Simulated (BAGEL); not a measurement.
# HF/cc-pVDZ (density fitting with qzvpp-jkfit) run of GeNH2Br (SMILES [NH2][Ge][Br])

Aim: the vertical ionisation energy of GeNH2Br at HF/cc-pVDZ (density fitting with qzvpp-jkfit), from 2 runs. 

Program for the calculation: BAGEL 1.2.2.

## 1. The system as given

GeNH2Br has 5 atoms, charge 0, and is taken as a singlet. SMILES: `[NH2][Ge][Br]`. The shape is that of a PBE0-D4/def2-TZVP optimisation. This is one conformer, not always the lowest.

Bond lengths: N1–Ge2 1.811 Å, Ge2–Br3 2.372 Å, N1–H4 1.009 Å, N1–H5 1.009 Å. Angles: N1–Ge2–Br3 96.0°, Ge2–N1–H4 124.7°, Ge2–N1–H5 122.0°, H4–N1–H5 113.4°.

## 2. A single-point energy at HF/cc-pVDZ (density fitting with qzvpp-jkfit)

Input file input.json:

```json
{ "bagel": [

{
  "title": "molecule",
  "basis": "cc-pvdz.json",
  "df_basis": "qzvpp-jkfit",
  "angstrom": true,
  "geometry": [
    { "atom": "N", "xyz": [      -0.464300,       0.338200,      -0.424300 ] },
    { "atom": "Ge", "xyz": [      -0.367800,      -1.144300,       0.610500 ] },
    { "atom": "Br", "xyz": [       1.893900,      -0.845800,       1.259900 ] },
    { "atom": "H", "xyz": [       0.296200,       0.984200,      -0.573600 ] },
    { "atom": "H", "xyz": [      -1.308100,       0.594000,      -0.913900 ] }
  ]
},

{ "title": "hf" },

{ "title": "print", "file": "orbitals.molden", "orbitals": true }

]}
```

The basis set cc-pVDZ is read from a file made from the Basis Set Exchange's data (not shown).

Run with:

```
$ BAGEL_NUM_THREADS=1 BAGEL input.json > input.out
```

Log:

```text
* using 1 threads per process

  ===============================================================
  ===============================================================

  *** Geometry ***

  { "atom" : "N", "xyz" : [     -0.877400,      0.639105,     -0.801811 ] },
  { "atom" : "Ge", "xyz" : [     -0.695041,     -2.162414,      1.153678 ] },
  { "atom" : "Br", "xyz" : [      3.578952,     -1.598330,      2.380866 ] },
  { "atom" : "H", "xyz" : [      0.559737,      1.859868,     -1.083947 ] },
  { "atom" : "H", "xyz" : [     -2.471951,      1.122497,     -1.727021 ] },

  Number of auxiliary basis functions:      645

  Since a DF basis is specified, we compute 2- and 3-index integrals:
    o Being stored without compression. Storage requirement is 0.031 GB

  Number of basis functions:       78
  Number of electrons      :       76

    * METHOD: MOLECULE                             0.45

  *** RHF ***

  === Nuclear Repulsion ===
   388.4782654345

      * DIIS with orbital gradients will be used.

  === RHF iteration (cc-pvdz.json) ===
      0      -4703.19562210          0.01710483           0.18
      1      -4703.30682098          0.01423090           0.17
      2      -4703.39928492          0.00135441           0.17
      3      -4703.40104501          0.00035892           0.18
      4      -4703.40120535          0.00010688           0.18
      5      -4703.40122403          0.00003790           0.18
      6      -4703.40122679          0.00001093           0.17
      7      -4703.40122698          0.00000379           0.18
      8      -4703.40122700          0.00000152           0.18
      9      -4703.40122700          0.00000069           0.18
     10      -4703.40122700          0.00000018           0.17
     11      -4703.40122700          0.00000008           0.17
     12      -4703.40122700          0.00000003           0.18
     13      -4703.40122700          0.00000001           0.18
    * SCF iteration converged.

    * Permanent dipole moment:
           (    1.039062,    -0.397469,     0.658543) a.u.

    * METHOD: HF                                   2.80

    * METHOD: PRINT                                0.01

  ===============================================================
```

It took 3.6 s on 1 thread of Arm Neoverse V2, shared host; peak memory 0.16 GiB.

## 3. The doublet cation at the same level

Input file calc.json:

```json
{ "bagel" : [

{
  "title" : "molecule",
  "basis" : "cc-pvdz.json",
  "df_basis" : "qzvpp-jkfit",
  "angstrom" : "true",
  "geometry" : [
    { "atom" : "N", "xyz" : [   -0.464300,    0.338200,   -0.424300 ] },
    { "atom" : "Ge", "xyz" : [   -0.367800,   -1.144300,    0.610500 ] },
    { "atom" : "Br", "xyz" : [    1.893900,   -0.845800,    1.259900 ] },
    { "atom" : "H", "xyz" : [    0.296200,    0.984200,   -0.573600 ] },
    { "atom" : "H", "xyz" : [   -1.308100,    0.594000,   -0.913900 ] }
  ]
},
{ "title" : "uhf", "charge" : 1, "nopen" : 1 },
{ "title" : "print", "file" : "orbitals.molden", "orbitals" : "true" }

]}
```

The basis set cc-pVDZ is read from a file made from the Basis Set Exchange's data (not shown).

Run with:

```
$ BAGEL_NUM_THREADS=1 BAGEL calc.json > calc.out
```

Log:

```text
* using 1 threads per process

  ===============================================================
  ===============================================================

  *** Geometry ***

  { "atom" : "N", "xyz" : [     -0.877400,      0.639105,     -0.801811 ] },
  { "atom" : "Ge", "xyz" : [     -0.695041,     -2.162414,      1.153678 ] },
  { "atom" : "Br", "xyz" : [      3.578952,     -1.598330,      2.380866 ] },
  { "atom" : "H", "xyz" : [      0.559737,      1.859868,     -1.083947 ] },
  { "atom" : "H", "xyz" : [     -2.471951,      1.122497,     -1.727021 ] },

  Number of auxiliary basis functions:      645

  Since a DF basis is specified, we compute 2- and 3-index integrals:
    o Being stored without compression. Storage requirement is 0.031 GB

  Number of basis functions:       78
  Number of electrons      :       76

    * METHOD: MOLECULE                             0.45

  *** Open-shell HF ***

  === Nuclear Repulsion ===
   388.4782654345

      * DIIS with orbital gradients will be used.

  === UHF iteration (cc-pvdz.json) ===
      0      -4702.84314646          0.03364976           0.34
      1      -4702.96151514          0.03024647           0.32
      2      -4703.01950447          0.01975211           0.33
      3      -4703.07483193          0.00154900           0.33
      4      -4703.07593373          0.00060382           0.35
      5      -4703.07625482          0.00025828           0.34
      6      -4703.07642599          0.00019863           0.36
      7      -4703.07654417          0.00015341           0.34
      8      -4703.07664938          0.00009552           0.34
      9      -4703.07669429          0.00003887           0.34
     10      -4703.07670026          0.00002581           0.32
     11      -4703.07670153          0.00001852           0.34
     12      -4703.07670287          0.00001262           0.32
     13      -4703.07670367          0.00000692           0.34
     14      -4703.07670395          0.00000358           0.34
     15      -4703.07670402          0.00000193           0.36
     16      -4703.07670404          0.00000128           0.34
     17      -4703.07670405          0.00000070           0.35
     18      -4703.07670405          0.00000046           0.34
     19      -4703.07670405          0.00000030           0.34
     20      -4703.07670405          0.00000022           0.32
     21      -4703.07670405          0.00000014           0.34
     22      -4703.07670405          0.00000009           0.32
     23      -4703.07670405          0.00000005           0.33
     24      -4703.07670405          0.00000003           0.33
     25      -4703.07670405          0.00000002           0.35
     26      -4703.07670405          0.00000001           0.34
     27      -4703.07670405          0.00000001           0.35
    * SCF iteration converged.

    * S^2 (UHF) is 0.7997

    * Permanent dipole moment:
           (    1.772192,    -0.110202,     0.740718) a.u.

    * METHOD: UHF                                  9.80

    * METHOD: PRINT                                0.01

  ===============================================================
```

Run time: 11 s. Hardware: 1 thread of Arm Neoverse V2, shared host; peak memory 0.16 GiB.

## 4. Summary of results

Level: HF/cc-pVDZ (density fitting with qzvpp-jkfit).

| quantity | value |
| --- | --- |
| singlet GeNH2Br: total energy | -4703.40123 Eh |
| singlet GeNH2Br: dipole moment | 3.29 D |
| singlet GeNH2Br: HOMO energy | -9.68 eV |
| singlet GeNH2Br: LUMO energy | 1.22 eV |
| singlet GeNH2Br: HOMO–LUMO gap | 10.90 eV |
| doublet cation: total energy | -4703.07670 Eh |
| doublet cation: ⟨S²⟩ | 0.800 |
| vertical ionisation energy (to the doublet cation) | 8.831 eV |

**Reading.** Removing an electron at fixed nuclei costs 8.83 eV (204 kcal/mol). −ε(HOMO) before ionisation, 9.68 eV, is 0.85 eV above this ionisation energy.
